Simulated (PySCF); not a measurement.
# A gas-phase reaction: FH3Si + F2 → F2H2Si + FH

Aim: the reaction energy of `F[SiH3]` + `FF` → `F[SiH2]F` + `F`.

Computed with PySCF 2.14.0; each step states its level. No surroundings beyond the atoms listed, unless a continuum is named. Atoms count from 0, parts from 1.

### Step 1. The system as given

Each species was relaxed by itself at PBE0-D3(BJ)/def2-SVPD.

### Step 2. Reaction energy: wB97M-D3(BJ)/def2-TZVPD

The job: settings as JSON, then the geometry in Å.

```
{"job": {"kind": "react", "xc": "wB97M-D3(BJ)", "basis": "def2-TZVPD"}, "charge": 0, "multiplicity": 1}
-1 FH3Si charge 0 multiplicity 1
F      1.572520    -0.020450    -0.039180
Si    -0.068780     0.004510     0.004230
H     -0.508170     1.392130    -0.301570
H     -0.561780    -0.953980    -1.020540
H     -0.491450    -0.404220     1.370390

-1 F2 charge 0 multiplicity 1
F      0.688750    -0.018110     0.004330
F     -0.688750     0.018110    -0.004330

+1 F2H2Si charge 0 multiplicity 1
F     -1.025020    -0.099660     1.223720
Si     0.011020    -0.056780    -0.026140
F      0.562480     1.465560    -0.150890
H      1.155120    -0.938640     0.290900
H     -0.737400    -0.380730    -1.260030

+1 FH charge 0 multiplicity 1
F      0.459730    -0.017390     0.005540
H     -0.459730     0.017390    -0.005540
```

Level: wB97M-D3(BJ)/def2-TZVPD reaction energy of separated species, gas phase.

The run is started by

```bash
$ OMP_NUM_THREADS=1 python cluster_run.py task.json out
```

The driver reads the jobs from task.json and runs them one after another.

What it wrote:

```text
species 1 (FH3Si)
coarse grid: 19128 points
cycle   1  E = -391.2426449672  dE = -1.819e-01  |g| = 5.388e-01  |ddm| = 1.521e+00
cycle   2  E = -391.2328393249  dE =  9.806e-03  |g| = 6.728e-01  |ddm| = 5.634e-01
cycle   3  E = -391.2947727399  dE = -6.193e-02  |g| = 2.869e-02  |ddm| = 2.669e-01
cycle   4  E = -391.2949613592  dE = -1.886e-04  |g| = 9.184e-03  |ddm| = 3.523e-02
cycle   5  E = -391.2949807848  dE = -1.943e-05  |g| = 1.621e-03  |ddm| = 1.298e-02
cycle   6  E = -391.2949814199  dE = -6.351e-07  |g| = 3.382e-04  |ddm| = 2.510e-03
final grid: 39648 points
cycle   7  E = -391.2949395034  dE = -4.358e-08  |g| = 3.705e-04  |ddm| = 1.245e-03
cycle   8  E = -391.2949395003  dE =  3.064e-09  |g| = 4.290e-04  |ddm| = 3.687e-04
cycle   9  E = -391.2949395241  dE = -2.381e-08  |g| = 1.297e-05  |ddm| = 1.519e-04
cycle  10  E = -391.2949395243  dE = -1.620e-10  |g| = 3.559e-06  |ddm| = 3.508e-05
converged SCF energy = -391.2949395243

species 2 (F2)
coarse grid: 10600 points
cycle   1  E = -199.6113011074  dE =  1.195e-02  |g| = 3.458e-01  |ddm| = 1.052e+00
cycle   2  E = -199.6264075950  dE = -1.511e-02  |g| = 1.647e-01  |ddm| = 1.842e-01
cycle   3  E = -199.6293657323  dE = -2.958e-03  |g| = 2.217e-02  |ddm| = 5.435e-02
cycle   4  E = -199.6294273132  dE = -6.158e-05  |g| = 8.600e-03  |ddm| = 1.161e-02
cycle   5  E = -199.6294381632  dE = -1.085e-05  |g| = 7.501e-04  |ddm| = 4.105e-03
cycle   6  E = -199.6294383015  dE = -1.383e-07  |g| = 3.049e-05  |ddm| = 6.348e-04
final grid: 23208 points
cycle   7  E = -199.6294279244  dE = -2.196e-09  |g| = 2.062e-05  |ddm| = 1.248e-04
cycle   8  E = -199.6294279245  dE = -7.043e-11  |g| = 1.073e-05  |ddm| = 1.690e-05
converged SCF energy = -199.6294279245

species 3 (F2H2Si)
coarse grid: 21960 points
cycle   1  E = -490.5865718244  dE = -9.480e-04  |g| = 7.294e-01  |ddm| = 1.614e+00
cycle   2  E = -490.5723628287  dE =  1.421e-02  |g| = 8.882e-01  |ddm| = 7.583e-01
cycle   3  E = -490.6789097268  dE = -1.065e-01  |g| = 3.413e-02  |ddm| = 3.689e-01
cycle   4  E = -490.6791629752  dE = -2.532e-04  |g| = 1.016e-02  |ddm| = 4.813e-02
cycle   5  E = -490.6791879950  dE = -2.502e-05  |g| = 1.885e-03  |ddm| = 1.432e-02
cycle   6  E = -490.6791887854  dE = -7.904e-07  |g| = 3.958e-04  |ddm| = 2.640e-03
final grid: 45880 points
cycle   7  E = -490.6791437965  dE = -1.603e-07  |g| = 4.228e-04  |ddm| = 1.421e-03
cycle   8  E = -490.6791437952  dE =  1.284e-09  |g| = 4.693e-04  |ddm| = 4.182e-04
cycle   9  E = -490.6791438232  dE = -2.799e-08  |g| = 1.838e-05  |ddm| = 1.745e-04
cycle  10  E = -490.6791438234  dE = -2.098e-10  |g| = 6.653e-06  |ddm| = 3.718e-05
converged SCF energy = -490.6791438234

species 4 (FH)
coarse grid: 7776 points
cycle   1  E = -100.4688157838  dE = -9.408e-02  |g| = 4.644e-01  |ddm| = 6.197e-01
cycle   2  E = -100.4724970616  dE = -3.681e-03  |g| = 5.038e-01  |ddm| = 3.808e-01
cycle   3  E = -100.5053100650  dE = -3.281e-02  |g| = 2.574e-02  |ddm| = 1.678e-01
cycle   4  E = -100.5053860426  dE = -7.598e-05  |g| = 5.006e-03  |ddm| = 1.077e-02
cycle   5  E = -100.5053906837  dE = -4.641e-06  |g| = 4.334e-04  |ddm| = 3.766e-03
final grid: 16976 points
cycle   6  E = -100.5053936707  dE = -6.400e-08  |g| = 1.068e-04  |ddm| = 8.221e-04
cycle   7  E = -100.5053936741  dE = -3.443e-09  |g| = 8.221e-05  |ddm| = 2.183e-04
cycle   8  E = -100.5053936750  dE = -8.840e-10  |g| = 2.039e-05  |ddm| = 3.750e-05
converged SCF energy = -100.5053936750

Reaction energy = -163.278 kcal/mol
```

Run time: 13 s. Hardware: 1 thread of Arm Neoverse N1, shared host; peak memory 0.49 GiB.

Species by species (with the dispersion term, which the log's SCF energies lack):

```tsv
ν	species	energy (Eh)	HOMO (eV)
-1	F[SiH3]	-391.29778	-12.24
-1	FF	-199.62975	-14.36
+1	F[SiH2]F	-490.68210	-12.43
+1	F	-100.50563	-14.54
```

### Step 3. Energies of the species: PBE0-D3(BJ)/def2-TZVPD

The job, as its differences from that of step 2:

```diff
@@ -1,2 +1,2 @@
-{"job": {"kind": "react", "xc": "wB97M-D3(BJ)", "basis": "def2-TZVPD"}, "charge": 0, "multiplicity": 1}
+{"job": {"kind": "react", "xc": "PBE0", "basis": "def2-TZVPD", "disp": "d3bj"}, "charge": 0, "multiplicity": 1}
 -1 FH3Si charge 0 multiplicity 1
```

With the program's defaults for keys left out, this is: PBE0-D3(BJ)/def2-TZVPD reaction energy of separated species, gas phase.

What it wrote:

```text
species 1 (FH3Si)
coarse grid: 4576 points
cycle   1  E = -390.9705854342  dE = -1.239e-01  |g| = 5.335e-01  |ddm| = 1.510e+00
cycle   2  E = -390.8862194935  dE =  8.437e-02  |g| = 9.271e-01  |ddm| = 6.660e-01
cycle   3  E = -391.0158685131  dE = -1.296e-01  |g| = 2.719e-02  |ddm| = 4.199e-01
cycle   4  E = -391.0159656007  dE = -9.709e-05  |g| = 9.809e-03  |ddm| = 2.683e-02
cycle   5  E = -391.0159793949  dE = -1.379e-05  |g| = 6.590e-04  |ddm| = 8.782e-03
cycle   6  E = -391.0159795170  dE = -1.221e-07  |g| = 1.570e-04  |ddm| = 1.063e-03
final grid: 39648 points
cycle   7  E = -391.0182881794  dE = -8.937e-06  |g| = 2.315e-03  |ddm| = 8.594e-03
cycle   8  E = -391.0182873310  dE =  8.483e-07  |g| = 3.334e-03  |ddm| = 2.356e-03
cycle   9  E = -391.0182888842  dE = -1.553e-06  |g| = 2.329e-04  |ddm| = 1.448e-03
cycle  10  E = -391.0182888913  dE = -7.026e-09  |g| = 2.894e-05  |ddm| = 1.575e-04
cycle  11  E = -391.0182888914  dE = -1.252e-10  |g| = 5.207e-06  |ddm| = 2.556e-05
converged SCF energy = -391.0182888914

species 2 (F2)
coarse grid: 2176 points
cycle   1  E = -199.3949416401  dE =  9.181e-02  |g| = 2.764e-01  |ddm| = 1.051e+00
cycle   2  E = -199.4014711727  dE = -6.530e-03  |g| = 1.374e-01  |ddm| = 1.363e-01
cycle   3  E = -199.4037864121  dE = -2.315e-03  |g| = 2.290e-02  |ddm| = 5.059e-02
cycle   4  E = -199.4038494242  dE = -6.301e-05  |g| = 8.080e-03  |ddm| = 1.132e-02
cycle   5  E = -199.4038576299  dE = -8.206e-06  |g| = 1.817e-04  |ddm| = 3.279e-03
final grid: 23208 points
cycle   6  E = -199.4096321656  dE = -7.825e-06  |g| = 1.272e-03  |ddm| = 8.097e-03
cycle   7  E = -199.4096322193  dE = -5.376e-08  |g| = 1.039e-03  |ddm| = 8.900e-04
cycle   8  E = -199.4096323571  dE = -1.377e-07  |g| = 7.477e-05  |ddm| = 4.290e-04
cycle   9  E = -199.4096323578  dE = -7.190e-10  |g| = 1.978e-05  |ddm| = 3.182e-05
converged SCF energy = -199.4096323578

species 3 (F2H2Si)
coarse grid: 5040 points
cycle   1  E = -490.2017996109  dE =  6.348e-02  |g| = 7.295e-01  |ddm| = 1.668e+00
cycle   2  E = -490.0645888759  dE =  1.372e-01  |g| = 1.220e+00  |ddm| = 8.918e-01
cycle   3  E = -490.2852818050  dE = -2.207e-01  |g| = 2.833e-02  |ddm| = 5.524e-01
cycle   4  E = -490.2853888388  dE = -1.070e-04  |g| = 1.111e-02  |ddm| = 3.330e-02
cycle   5  E = -490.2854062967  dE = -1.746e-05  |g| = 5.488e-04  |ddm| = 8.314e-03
cycle   6  E = -490.2854063866  dE = -8.982e-08  |g| = 1.858e-04  |ddm| = 1.019e-03
final grid: 45880 points
cycle   7  E = -490.2907039516  dE = -2.466e-05  |g| = 3.181e-03  |ddm| = 1.224e-02
cycle   8  E = -490.2907024390  dE =  1.513e-06  |g| = 4.520e-03  |ddm| = 3.157e-03
cycle   9  E = -490.2907052591  dE = -2.820e-06  |g| = 2.265e-04  |ddm| = 1.939e-03
cycle  10  E = -490.2907052659  dE = -6.728e-09  |g| = 4.834e-05  |ddm| = 1.437e-04
cycle  11  E = -490.2907052661  dE = -2.717e-10  |g| = 5.985e-06  |ddm| = 3.830e-05
converged SCF energy = -490.2907052661

species 4 (FH)
coarse grid: 1712 points
cycle   1  E = -100.3541342573  dE = -3.604e-02  |g| = 4.958e-01  |ddm| = 6.253e-01
cycle   2  E = -100.3146164471  dE =  3.952e-02  |g| = 7.430e-01  |ddm| = 5.125e-01
cycle   3  E = -100.3938580725  dE = -7.924e-02  |g| = 2.284e-02  |ddm| = 2.892e-01
cycle   4  E = -100.3939336292  dE = -7.556e-05  |g| = 4.205e-03  |ddm| = 9.787e-03
cycle   5  E = -100.3939356131  dE = -1.984e-06  |g| = 3.556e-04  |ddm| = 1.247e-03
final grid: 16976 points
cycle   6  E = -100.3948397847  dE = -1.859e-05  |g| = 4.002e-03  |ddm| = 7.537e-03
cycle   7  E = -100.3948378547  dE =  1.930e-06  |g| = 5.505e-03  |ddm| = 3.356e-03
cycle   8  E = -100.3948419533  dE = -4.099e-06  |g| = 9.892e-05  |ddm| = 2.015e-03
cycle   9  E = -100.3948419546  dE = -1.269e-09  |g| = 1.774e-05  |ddm| = 3.911e-05
cycle  10  E = -100.3948419546  dE = -4.802e-11  |g| = 3.061e-06  |ddm| = 1.024e-05
converged SCF energy = -100.3948419546

Reaction energy = -161.708 kcal/mol
```

It took 5.8 s on 1 thread of Arm Neoverse N1, shared host; peak memory 0.48 GiB.

Reaction energy at this level: -161.7 kcal/mol.

### Step 4. Reaction energy: MP2/def2-TZVPD

The job, as its differences from that of step 3:

```diff
@@ -1,2 +1,2 @@
-{"job": {"kind": "react", "xc": "PBE0", "basis": "def2-TZVPD", "disp": "d3bj"}, "charge": 0, "multiplicity": 1}
+{"job": {"kind": "react", "xc": "MP2", "basis": "def2-TZVPD"}, "charge": 0, "multiplicity": 1}
 -1 FH3Si charge 0 multiplicity 1
```

With the program's defaults for keys left out, this is: MP2/def2-TZVPD reaction energy of separated species, gas phase.

What it wrote:

```text
species 1 (FH3Si)
final grid: 39648 points
cycle   1  E = -390.1765374623  dE = -2.899e-01  |g| = 4.858e-01  |ddm| = 1.478e+00
cycle   2  E = -390.2152441858  dE = -3.871e-02  |g| = 3.170e-01  |ddm| = 3.687e-01
cycle   3  E = -390.2291133692  dE = -1.387e-02  |g| = 3.517e-02  |ddm| = 1.397e-01
cycle   4  E = -390.2296129077  dE = -4.995e-04  |g| = 7.735e-03  |ddm| = 4.645e-02
cycle   5  E = -390.2296358199  dE = -2.291e-05  |g| = 1.438e-03  |ddm| = 1.235e-02
cycle   6  E = -390.2296366352  dE = -8.154e-07  |g| = 2.762e-04  |ddm| = 2.521e-03
cycle   7  E = -390.2296366907  dE = -5.547e-08  |g| = 5.654e-05  |ddm| = 5.356e-04
cycle   8  E = -390.2296366927  dE = -2.044e-09  |g| = 1.069e-05  |ddm| = 1.045e-04
cycle   9  E = -390.2296366928  dE = -7.287e-11  |g| = 2.505e-06  |ddm| = 2.681e-05
converged SCF energy = -390.2296366928

species 2 (F2)
final grid: 23208 points
cycle   1  E = -198.7437221050  dE = -9.861e-02  |g| = 3.997e-01  |ddm| = 1.051e+00
cycle   2  E = -198.7662954935  dE = -2.257e-02  |g| = 1.393e-01  |ddm| = 1.852e-01
cycle   3  E = -198.7684700526  dE = -2.175e-03  |g| = 2.171e-02  |ddm| = 5.087e-02
cycle   4  E = -198.7685852803  dE = -1.152e-04  |g| = 5.686e-03  |ddm| = 1.383e-02
cycle   5  E = -198.7685928214  dE = -7.541e-06  |g| = 9.806e-04  |ddm| = 3.640e-03
cycle   6  E = -198.7685931004  dE = -2.790e-07  |g| = 1.391e-04  |ddm| = 7.865e-04
cycle   7  E = -198.7685931049  dE = -4.443e-09  |g| = 1.112e-05  |ddm| = 1.118e-04
cycle   8  E = -198.7685931049  dE = -3.453e-11  |g| = 1.257e-06  |ddm| = 1.187e-05
converged SCF energy = -198.7685931049

species 3 (F2H2Si)
final grid: 45880 points
cycle   1  E = -489.1281423978  dE = -1.344e-01  |g| = 6.442e-01  |ddm| = 1.581e+00
cycle   2  E = -489.1863568319  dE = -5.821e-02  |g| = 4.170e-01  |ddm| = 4.992e-01
cycle   3  E = -489.2098118219  dE = -2.345e-02  |g| = 3.845e-02  |ddm| = 1.901e-01
cycle   4  E = -489.2103220233  dE = -5.102e-04  |g| = 8.829e-03  |ddm| = 5.672e-02
cycle   5  E = -489.2103479910  dE = -2.597e-05  |g| = 1.675e-03  |ddm| = 1.460e-02
cycle   6  E = -489.2103488712  dE = -8.801e-07  |g| = 3.657e-04  |ddm| = 2.927e-03
cycle   7  E = -489.2103489487  dE = -7.756e-08  |g| = 1.084e-04  |ddm| = 6.459e-04
cycle   8  E = -489.2103489557  dE = -7.010e-09  |g| = 1.994e-05  |ddm| = 1.618e-04
cycle   9  E = -489.2103489559  dE = -2.160e-10  |g| = 2.390e-06  |ddm| = 3.618e-05
converged SCF energy = -489.2103489559

species 4 (FH)
final grid: 16976 points
cycle   1  E = -100.0371204274  dE = -1.649e-01  |g| = 4.007e-01  |ddm| = 6.032e-01
cycle   2  E = -100.0578880083  dE = -2.077e-02  |g| = 2.336e-01  |ddm| = 2.533e-01
cycle   3  E = -100.0646342985  dE = -6.746e-03  |g| = 2.356e-02  |ddm| = 8.091e-02
cycle   4  E = -100.0647517246  dE = -1.174e-04  |g| = 6.199e-03  |ddm| = 1.253e-02
cycle   5  E = -100.0647674358  dE = -1.571e-05  |g| = 1.459e-03  |ddm| = 5.121e-03
cycle   6  E = -100.0647687087  dE = -1.273e-06  |g| = 2.290e-04  |ddm| = 1.848e-03
cycle   7  E = -100.0647687431  dE = -3.438e-08  |g| = 1.958e-05  |ddm| = 4.211e-04
cycle   8  E = -100.0647687433  dE = -1.847e-10  |g| = 2.360e-06  |ddm| = 2.495e-05
converged SCF energy = -100.0647687433

Reaction energy = -172.967 kcal/mol
```

It took 2.6 s on 1 thread of Arm Neoverse N1, shared host; peak memory 0.32 GiB.

Reaction energy at this level: -173.0 kcal/mol.

### Step 5. Comparing the runs

Energies in kcal/mol, with wall time:

```tsv
run	reaction	time
wB97M-D3(BJ)/def2-TZVPD	-163.3	13 s
PBE0-D3(BJ)/def2-TZVPD	-161.7	5.8 s
MP2/def2-TZVPD	-173.0	2.6 s
```

### Step 6. What came out

| quantity | value |
| --- | --- |
| reaction energy (wB97M-D3(BJ)/def2-TZVPD) | -163.3 kcal/mol |
| ΔH, ΔG at 298 K (xTB thermal terms) | -161.4, -161.2 kcal/mol |
| range of the reaction energy over the runs of this table | -173.0 to -161.7 kcal/mol |

**Reading.** The reaction is exothermic by 161.4 kcal/mol in the gas phase; dispersion gives -0.02, and xTB itself gave -121.3 for the electronic energy (xTB energies and thermal terms come from the earlier relaxation of each species, not shown). No barrier was sought. xTB and this level differ widely in the electronic energy, so what comes from xTB (the thermal terms above all) is less safe here. The reaction energy runs from -173.0 (MP2/def2-TZVPD) to -161.7 kcal/mol (PBE0-D3(BJ)/def2-TZVPD).
